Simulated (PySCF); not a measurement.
**MoNBr: relaxation and vibrations of the singlet**

The task is one start of a wider search on MoNBr: the singlet, from a bent start. It is relaxed, tested by its Hessian and followed downhill if it is a saddle.

Program: PySCF 2.14.0. Level of theory: PBE0, basis Mo def2-SVP with ECP28, N def2-SVP, Br def2-SVP, scalar-relativistic core potentials, no spin–orbit coupling, density fitting. These are calculated values, not measurements.

## 1. Where the work starts

3 atoms, charge 0, spin multiplicity 1.

Bond lengths: Mo1–N2 1.810 Å, Mo1–Br3 2.520 Å. Angles: N2–Mo1–Br3 110.0°.

```xyz
3
charge 0 multiplicity 1
Mo   -0.7449    0.0000   -0.6739
N    -2.2276    0.0000    0.3643
Br    1.3194    0.0000    0.7715
```

## 2. Relaxation: bent start, singlet

The steps below are one call of a driver around PySCF. For each, scf.py gives the equivalent set-up of the SCF; relaxations use the driver's own optimiser. Before each start the driver seeks the lowest SCF state from one or more starting densities and follows internal instabilities, so scf.py alone need not reach the same state.

The program finds Cs symmetry in the start, which this walk keeps. The walk stops when the largest gradient is under 0.0003 Eh/bohr and the energy has settled too.

File scf.py:

```python
from pyscf import gto, scf, dft
mol = gto.M(atom='''
Mo    -0.744910     0.000000    -0.673944
N     -2.227610     0.000000     0.364256
Br     1.319390     0.000000     0.771456''',
    basis={'Mo': 'def2-SVP', 'N': 'def2-SVP', 'Br': 'def2-SVP'},
    ecp={'Mo': 'def2-SVP'},
    charge=0, spin=0)
mf = dft.RKS(mol, xc='PBE0')
mf.grids.atom_grid = (50, 194)
aux = {'Mo': 'def2-universal-JKFIT', 'N': 'def2-universal-JKFIT', 'Br': 'def2-universal-JKFIT'}
mf = mf.density_fit(auxbasis=aux)
mf.kernel()
```

The optimiser's trace:

| step | energy (Eh) | change (kJ/mol) | largest symmetric gradient (Eh/bohr) |
| --- | --- | --- | --- |
| 0 | -2696.299468 | 0.00 | 0.13073 |
| 1 | -2696.339181 | -104.27 | 0.02518 |
| 2 | -2696.339673 | -105.56 | 0.01131 |
| 3 | -2696.339836 | -105.99 | 0.00118 |
| 4 | -2696.339839 | -106.00 | 0.00008 |
| 5 | -2696.339839 | -106.00 | 0.00001 |

The walk took 29 s on 4 threads, shared host.

Geometry (Å) and forces (eV/Å) at some steps:

```
step 0
Mo  -0.745   0.000  -0.674  -5.841   0.000   5.741
N   -2.228   0.000   0.364   6.723   0.000  -4.946
Br   1.319   0.000   0.771  -0.881   0.000  -0.795
step 1
Mo  -0.807   0.000  -0.576   1.294   0.000  -0.355
N   -2.132   0.000   0.293  -1.010   0.000   0.587
Br   1.287   0.000   0.745  -0.284   0.000  -0.232
step 3
Mo  -0.789   0.000  -0.564  -0.026   0.000   0.061
N   -2.146   0.000   0.291   0.053   0.000  -0.038
Br   1.282   0.000   0.735  -0.028   0.000  -0.023
step 5
Mo  -0.789   0.000  -0.563  -0.001   0.000   0.000
N   -2.146   0.000   0.290   0.001   0.000   0.001
Br   1.281   0.000   0.734   0.000   0.000  -0.001
```

End point (Cs, 5 steps, 106.0 kJ/mol gained): Mo–Br 2.443 Å, Mo–N 1.603 Å; Br–Mo–N 115.8°.

## 3. Is it a minimum? Harmonic modes

On the finer grid the gradient is checked again; gradients at displacements of ±0.01 bohr then give force constants and infrared intensities.

Changes to scf.py since step 2:

```diff
@@ -3,3 +3,3 @@
-Mo    -0.744910     0.000000    -0.673944
-N     -2.227610     0.000000     0.364256
-Br     1.319390     0.000000     0.771456''',
+Mo    -0.756529     0.000000    -0.598945
+N     -2.113461     0.000000     0.253647
+Br     1.313550     0.000000     0.698040''',
@@ -10 +10 @@
-mf.grids.atom_grid = (50, 194)
+mf.grids.atom_grid = (75, 302)
```

The driver hands on the density of the step before, so the log starts near convergence.

Log of the central SCF (cycles and frontier levels):

```text
init E= -2696.34006501017
  HOMO = -0.215625289259762  LUMO = -0.116211439475547  gap/eV = 2.70519
cycle= 1 E= -2696.34006500989  delta_E= 2.76e-10  |g|= 3.64e-05  |ddm|= 7.01e-05
  HOMO = -0.215613547378652  LUMO = -0.116199279161661  gap/eV = 2.70520
cycle= 2 E= -2696.34006500832  delta_E= 1.57e-09  |g|= 8.86e-05  |ddm|= 0.000129
  HOMO = -0.215621171642809  LUMO = -0.116207213757893  gap/eV = 2.70519
cycle= 3 E= -2696.34006501003  delta_E= -1.71e-09  |g|= 3.33e-05  |ddm|= 8.6e-05
  HOMO = -0.215621450574524  LUMO = -0.11620747725004  gap/eV = 2.70519
cycle= 4 E= -2696.34006501027  delta_E= -2.37e-10  |g|= 1.48e-07  |ddm|= 2.44e-05
  HOMO = -0.215621432432599  LUMO = -0.116207459128837  gap/eV = 2.70519
cycle= 5 E= -2696.34006501026  delta_E= 1.09e-11  |g|= 1.77e-08  |ddm|= 1.61e-07
  HOMO = -0.215621435200262  LUMO = -0.116207462722169  gap/eV = 2.70519
Extra cycle  E= -2696.34006501027  delta_E= -1.32e-11  |g|= 2.76e-08  |ddm|= 6.04e-08
converged SCF energy = -2696.34006501027
```

The whole step took 2.1 min.

Geometry: Cs; Mo–Br 2.443 Å, Mo–N 1.603 Å; Br–Mo–N 115.8°.

Modes, for the most abundant isotopes:

| symmetry | ω (cm⁻¹) | IR (km/mol) | μ (u) | type |
| --- | --- | --- | --- | --- |
| a' | 139 | 4.8 | 18.37 | bend |
| a' | 287 | 36.3 | 64.36 | mixed |
| a' | 1211 | 110 | 15.66 | stretch |

No imaginary mode, so this is a minimum.

Properties at this point:

- Dipole moment: 4.86 D
- Highest occupied level: -5.87 eV
- Lowest empty level: -3.16 eV
- Rotational constants: 0.7328, 0.05505, 0.0512 cm⁻¹
- Zero-point energy: 9.8 kJ/mol
- Principal polarisabilities: 39.6, 72.0, 137.9 bohr³
- Atomisation energy without zero-point energy: 734 kJ/mol
- Principal traceless quadrupole moments about the centre of mass: -10.89, -0.55, 11.45 D Å
- Entropy at 298.15 K and 1 bar: 302.0 J/(mol K)
- Heat capacity Cp at 298.15 K: 49.2 J/(mol K)
- Enthalpy at 298.15 K above 0 K: 12.84 kJ/mol
- Rotational symmetry number: 1

Charges (e) and bond orders:

```csv
atom,Mulliken,Löwdin,polar tensor,Mayer order to Mo1
Mo1,0.50,-0.12,1.08,–
N2,-0.21,0.03,-0.63,3.02
Br3,-0.28,0.09,-0.45,1.18
```

Outer orbital energies (eV). occupied: -19.56, -10.27, -9.58, -9.56, -9.07, -8.41, -7.93, -5.87; empty: -3.16, -3.12, -1.34, -0.30.

Mulliken populations on Mo1 (outside its core potential): s 2.35, p 6.31, d 4.80, f 0.04.

## 4. Stability of the closed shell

At the lowest minimum the closed shell is tested against spin polarisation, on the (50, 194) grid. It is unstable: an open-shell solution lies lower. That solution was not followed to a minimum here.

## 5. Results

| quantity | value |
| --- | --- |
| minimum | singlet, Cs (closed shell, unstable towards spin polarisation) |
| geometry | Mo–Br 2.443 Å, Mo–N 1.603 Å; Br–Mo–N 115.8° |
| wavenumbers (cm⁻¹) | 139 (a'), 287 (a'), 1211 (a') |
| dipole moment | 4.86 D |
| highest occupied, lowest empty level | -5.87, -3.16 eV |
| polar-tensor charge of Mo1 | +1.08 e |
| zero-point energy | 9.8 kJ/mol |

The bent start keeps its Cs symmetry and ends in a minimum. In the infrared the band at 1211 cm⁻¹ (a', stretch) leads. Other starts or spin states, not run here, may lie lower. A stability analysis at the minimum finds the closed shell unstable towards spin polarisation: an open-shell solution lies lower, and these values are not those of the lowest state.

The search up to here took 3.4 min.
